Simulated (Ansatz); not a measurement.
I need a convergence test of the k-point mesh of GdAg, space group Pm-3m. Use Ansatz's Python interface. Use (first run): r2SCAN, PAW, the default cutoff (500 eV here), 2×2×2 k-points, Fermi-Dirac smearing of 0.15 eV, collinear spin. The script varies mesh: (2, 2, 2), (3, 3, 3), (4, 4, 4), (5, 5, 5), (6, 6, 6), (8, 8, 8).

`POSCAR_gdag`
```text
GdAg
1.0
   3.65300000    0.00000000    0.00000000
   0.00000000    3.65300000    0.00000000
   0.00000000    0.00000000    3.65300000
Gd Ag
1 1
Direct
   0.50000000    0.50000000    0.50000000
   0.00000000    0.00000000    0.00000000
```

Script `gdag_kconv.py`:
```python
"""Convergence of GdAg with the k-point mesh."""

import warnings

import ansatz as az
from ase.io import read
from tabulate import tabulate


def main() -> None:
    warnings.simplefilter("ignore", az.DeckWarning)

    atoms = read("POSCAR_gdag", format="vasp")
    xtal = az.Crystal.from_ase(atoms).moments(Gd=4.9)

    calc = (
        xtal.calculation()
        .functional("r2scan")
        .occupations(az.OccupationsMethod.FERMI_DIRAC, width=0.15)
        .spin("collinear")
    )

    rows = []
    for value in [(2, 2, 2), (3, 3, 3), (4, 4, 4), (5, 5, 5), (6, 6, 6), (8, 8, 8)]:
        summary = calc.kpoints(mesh=value).run(threads=1, pin="off").report
        rows.append((value, summary["free_energy_ev"] / len(summary["lattice"]["sites"]), summary["n_iterations"], summary["magnetization_mub"], summary["n_kpoints"]))

    print(tabulate(rows, headers=["mesh", "F/atom (eV)", "iterations", "moment (muB)", "k-points"], floatfmt=".4f", tablefmt="grid"))

    # differences from the last row
    for row in rows[:-1]:
        shift = 1000 * (row[1] - rows[-1][1])
        print(f"{row[0]}: {shift:+.2f} meV/atom" + ("  (within 1 meV)" if abs(shift) < 1 else ""))


if __name__ == "__main__":
    main()
```

```console
$ python gdag_kconv.py
+-----------+---------------+--------------+----------------+------------+
| mesh      |   F/atom (eV) |   iterations |   moment (muB) |   k-points |
+===========+===============+==============+================+============+
| (2, 2, 2) |    -8475.5594 |           16 |         7.7122 |          4 |
+-----------+---------------+--------------+----------------+------------+
| (3, 3, 3) |    -8475.3052 |           16 |         8.1852 |          4 |
+-----------+---------------+--------------+----------------+------------+
| (4, 4, 4) |    -8475.3970 |           16 |         7.6859 |         10 |
+-----------+---------------+--------------+----------------+------------+
| (5, 5, 5) |    -8475.3760 |           16 |         7.4734 |         10 |
+-----------+---------------+--------------+----------------+------------+
| (6, 6, 6) |    -8475.3615 |           16 |         7.6173 |         20 |
+-----------+---------------+--------------+----------------+------------+
| (8, 8, 8) |    -8475.3684 |           16 |         7.5286 |         35 |
+-----------+---------------+--------------+----------------+------------+
(2, 2, 2): -191.05 meV/atom
(3, 3, 3): +63.21 meV/atom
(4, 4, 4): -28.62 meV/atom
(5, 5, 5): -7.66 meV/atom
(6, 6, 6): +6.86 meV/atom
```

Caveats:
- Open f shells: without a Hubbard U, without spin-orbit coupling; the state reached hangs on the start and needn't be the lowest.
- The overall sign of a collinear moment is arbitrary, and semilocal functionals can give small moments to compounds that are paramagnetic.
- A Fermi-Dirac width this large means warm electrons, whose thermal share enters the free energy.
- r2SCAN tends to overestimate the moments of itinerant magnets.
- The structure is a deposited one; some such entries were measured under pressure or heat, so a shift against it needn't be the functional's error alone.
- Shifts are counted from the finest mesh, which is itself no proven limit.
- It ran for 58 s on 1 thread of Arm Neoverse V1 (shared host), peak memory 0.62 GiB.
